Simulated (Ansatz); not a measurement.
Born–Oppenheimer molecular dynamics of a periodic cell of 16 atoms, WC (start crystal WC, start structure P-6m2, volume 1.15 times the crystal's). It goes on from the last frame of an earlier run, with new velocities.

These are results of Ansatz, DFT LDA, scalar-relativistic, plane waves, PAW, not measurements. Settings: accuracy low, PAW set soft_1, cutoff 420 eV, k mesh 2x2x2, fermi-dirac smearing 0.24 eV, no spin polarisation.

* ensemble: NVT, Langevin thermostat
* time step: 1 fs
* steps asked: 269
* set temperature: 2240 K
* friction: 0.02 /fs
* temperature schedule: 202 steps to 300 K, then 67 steps to 300 K
* seed: 536524

Frames 1 fs apart, positions in Å.

Velocities at 100 fs (Å/ps):

```
W -5.10 -4.64 -3.46
C -5.65 -4.95 -9.09
W -0.72 0.99 -0.44
C -0.48 8.39 3.46
W 0.89 3.80 -1.33
C 12.80 -2.30 18.73
W 3.96 2.15 3.78
C 28.27 27.61 15.26
W -0.44 -2.75 1.89
C -10.01 -6.45 5.51
W -3.31 2.12 -6.59
C -7.27 10.56 2.30
W -1.34 -0.63 1.67
C 11.15 -13.67 11.87
W -1.11 -0.86 1.12
C 9.83 -2.27 -4.58
```

```xyz
16
Lattice="-3.0400 -5.2654 0.0000 4.5599 -2.6327 0.0000 0.0000 0.0000 5.9481" Properties=species:S:1:pos:R:3 time_fs=100 energy_less_start_eV=-2.347 T=1920
W 0.107 -5.300 0.029
C 1.500 -4.475 1.242
W 0.003 -5.285 3.070
C 1.603 -4.267 4.056
W -1.460 -2.550 0.076
C 0.071 -1.965 1.343
W -1.512 -2.772 2.883
C -0.037 -1.782 4.337
W 1.639 -2.575 -0.087
C 2.889 -1.588 1.342
W 1.602 -2.592 2.731
C 2.987 -1.677 4.321
W 0.257 -0.015 0.045
C -1.496 -4.513 1.486
W 0.022 0.065 2.792
C -1.351 -4.393 4.478
16
Lattice="-3.0400 -5.2654 0.0000 4.5599 -2.6327 0.0000 0.0000 0.0000 5.9481" Properties=species:S:1:pos:R:3 time_fs=101 energy_less_start_eV=-2.332 T=1944
W 0.102 -5.304 0.025
C 1.495 -4.479 1.232
W 0.002 -5.284 3.069
C 1.603 -4.258 4.061
W -1.458 -2.547 0.075
C 0.084 -1.967 1.362
W -1.508 -2.770 2.887
C -0.009 -1.752 4.350
W 1.639 -2.578 -0.085
C 2.880 -1.595 1.348
W 1.599 -2.590 2.724
C 2.981 -1.667 4.324
W 0.255 -0.016 0.047
C -1.486 -4.526 1.498
W 0.021 0.064 2.793
C -1.341 -4.395 4.473
16
Lattice="-3.0400 -5.2654 0.0000 4.5599 -2.6327 0.0000 0.0000 0.0000 5.9481" Properties=species:S:1:pos:R:3 time_fs=102 energy_less_start_eV=-2.295 T=1869
W 0.097 -5.309 0.021
C 1.492 -4.482 1.223
W 0.001 -5.283 3.069
C 1.605 -4.249 4.068
W -1.457 -2.544 0.073
C 0.096 -1.967 1.381
W -1.504 -2.767 2.891
C 0.017 -1.723 4.362
W 1.639 -2.580 -0.083
C 2.871 -1.600 1.355
W 1.595 -2.588 2.717
C 2.975 -1.655 4.327
W 0.253 -0.016 0.050
C -1.477 -4.537 1.511
W 0.020 0.063 2.794
C -1.330 -4.396 4.469
16
Lattice="-3.0400 -5.2654 0.0000 4.5599 -2.6327 0.0000 0.0000 0.0000 5.9481" Properties=species:S:1:pos:R:3 time_fs=103 energy_less_start_eV=-2.238 T=1963
W 0.091 -5.313 0.016
C 1.491 -4.483 1.218
W 0.001 -5.282 3.068
C 1.606 -4.240 4.074
W -1.457 -2.542 0.072
C 0.108 -1.965 1.400
W -1.500 -2.764 2.894
C 0.043 -1.696 4.372
W 1.640 -2.583 -0.080
C 2.864 -1.605 1.363
W 1.592 -2.586 2.711
C 2.969 -1.643 4.330
W 0.251 -0.017 0.053
C -1.470 -4.547 1.525
W 0.019 0.062 2.795
C -1.321 -4.396 4.465
16
Lattice="-3.0400 -5.2654 0.0000 4.5599 -2.6327 0.0000 0.0000 0.0000 5.9481" Properties=species:S:1:pos:R:3 time_fs=104 energy_less_start_eV=-2.172 T=1828
W 0.085 -5.318 0.011
C 1.492 -4.483 1.216
W 0.002 -5.280 3.067
C 1.608 -4.233 4.082
W -1.458 -2.539 0.070
C 0.119 -1.963 1.419
W -1.497 -2.761 2.897
C 0.069 -1.669 4.383
W 1.640 -2.586 -0.078
C 2.859 -1.611 1.371
W 1.588 -2.585 2.704
C 2.963 -1.631 4.333
W 0.249 -0.019 0.056
C -1.464 -4.557 1.539
W 0.019 0.061 2.796
C -1.312 -4.395 4.461
16
Lattice="-3.0400 -5.2654 0.0000 4.5599 -2.6327 0.0000 0.0000 0.0000 5.9481" Properties=species:S:1:pos:R:3 time_fs=105 energy_less_start_eV=-2.106 T=1639
W 0.079 -5.323 0.006
C 1.494 -4.481 1.216
W 0.003 -5.278 3.066
C 1.611 -4.227 4.091
W -1.459 -2.538 0.069
C 0.129 -1.960 1.438
W -1.493 -2.757 2.900
C 0.092 -1.644 4.395
W 1.641 -2.588 -0.075
C 2.856 -1.617 1.379
W 1.585 -2.583 2.699
C 2.957 -1.619 4.335
W 0.247 -0.021 0.059
C -1.458 -4.564 1.550
W 0.019 0.061 2.797
C -1.304 -4.393 4.456
16
Lattice="-3.0400 -5.2654 0.0000 4.5599 -2.6327 0.0000 0.0000 0.0000 5.9481" Properties=species:S:1:pos:R:3 time_fs=106 energy_less_start_eV=-2.042 T=1532
W 0.074 -5.328 0.000
C 1.498 -4.480 1.220
W 0.004 -5.277 3.064
C 1.613 -4.223 4.101
W -1.459 -2.536 0.067
C 0.138 -1.958 1.453
W -1.490 -2.753 2.903
C 0.112 -1.619 4.405
W 1.642 -2.591 -0.073
C 2.855 -1.623 1.386
W 1.581 -2.582 2.693
C 2.949 -1.607 4.337
W 0.246 -0.024 0.062
C -1.453 -4.569 1.562
W 0.018 0.060 2.799
C -1.298 -4.391 4.452
16
Lattice="-3.0400 -5.2654 0.0000 4.5599 -2.6327 0.0000 0.0000 0.0000 5.9481" Properties=species:S:1:pos:R:3 time_fs=107 energy_less_start_eV=-1.975 T=1559
W 0.068 -5.333 -0.006
C 1.503 -4.478 1.224
W 0.005 -5.277 3.063
C 1.615 -4.219 4.110
W -1.459 -2.534 0.065
C 0.144 -1.955 1.465
W -1.486 -2.749 2.906
C 0.130 -1.595 4.415
W 1.643 -2.593 -0.072
C 2.854 -1.632 1.394
W 1.577 -2.580 2.688
C 2.942 -1.597 4.336
W 0.244 -0.026 0.064
C -1.445 -4.573 1.575
W 0.018 0.060 2.800
C -1.294 -4.389 4.451
16
Lattice="-3.0400 -5.2654 0.0000 4.5599 -2.6327 0.0000 0.0000 0.0000 5.9481" Properties=species:S:1:pos:R:3 time_fs=108 energy_less_start_eV=-1.904 T=1546
W 0.062 -5.338 -0.013
C 1.507 -4.476 1.229
W 0.006 -5.276 3.063
C 1.615 -4.214 4.117
W -1.459 -2.533 0.064
C 0.150 -1.952 1.476
W -1.483 -2.746 2.909
C 0.147 -1.571 4.426
W 1.643 -2.595 -0.070
C 2.856 -1.641 1.405
W 1.573 -2.577 2.684
C 2.937 -1.590 4.334
W 0.242 -0.029 0.067
C -1.435 -4.577 1.588
W 0.017 0.060 2.801
C -1.292 -4.385 4.452
16
Lattice="-3.0400 -5.2654 0.0000 4.5599 -2.6327 0.0000 0.0000 0.0000 5.9481" Properties=species:S:1:pos:R:3 time_fs=109 energy_less_start_eV=-1.841 T=1511
W 0.057 -5.343 -0.019
C 1.511 -4.475 1.236
W 0.008 -5.275 3.062
C 1.615 -4.210 4.124
W -1.458 -2.531 0.062
C 0.157 -1.949 1.488
W -1.480 -2.742 2.912
C 0.163 -1.548 4.441
W 1.643 -2.597 -0.069
C 2.864 -1.650 1.417
W 1.569 -2.574 2.679
C 2.934 -1.585 4.334
W 0.239 -0.031 0.069
C -1.426 -4.580 1.600
W 0.015 0.060 2.802
C -1.291 -4.381 4.455
16
Lattice="-3.0400 -5.2654 0.0000 4.5599 -2.6327 0.0000 0.0000 0.0000 5.9481" Properties=species:S:1:pos:R:3 time_fs=110 energy_less_start_eV=-1.784 T=1451
W 0.051 -5.349 -0.025
C 1.516 -4.476 1.244
W 0.009 -5.275 3.060
C 1.615 -4.207 4.128
W -1.457 -2.530 0.060
C 0.160 -1.946 1.498
W -1.477 -2.738 2.915
C 0.177 -1.527 4.454
W 1.642 -2.599 -0.067
C 2.873 -1.661 1.429
W 1.566 -2.572 2.675
C 2.931 -1.582 4.335
W 0.236 -0.033 0.070
C -1.421 -4.584 1.611
W 0.012 0.059 2.803
C -1.290 -4.375 4.457
16
Lattice="-3.0400 -5.2654 0.0000 4.5599 -2.6327 0.0000 0.0000 0.0000 5.9481" Properties=species:S:1:pos:R:3 time_fs=111 energy_less_start_eV=-1.746 T=1297
W 0.046 -5.353 -0.032
C 1.522 -4.477 1.251
W 0.011 -5.275 3.059
C 1.616 -4.206 4.134
W -1.455 -2.528 0.057
C 0.161 -1.941 1.503
W -1.474 -2.734 2.918
C 0.190 -1.507 4.465
W 1.641 -2.602 -0.065
C 2.882 -1.671 1.441
W 1.562 -2.569 2.671
C 2.926 -1.581 4.335
W 0.233 -0.035 0.071
C -1.415 -4.588 1.621
W 0.009 0.059 2.803
C -1.289 -4.368 4.458
```

Of the whole run (269 fs, mean temperature of the second half 747 K): The schedule's set-point averaged 462 K over the second half and the system 747 K, so it lags behind the ramp. A run of 0.27 ps of so small a system gives no equilibrium averages. Limits of this set-up: coarse k mesh, PAW files made for another functional, low accuracy level.

Run time: 20 min on 1 thread of Arm Neoverse V2, on a shared host, peak memory 0.59 GiB.
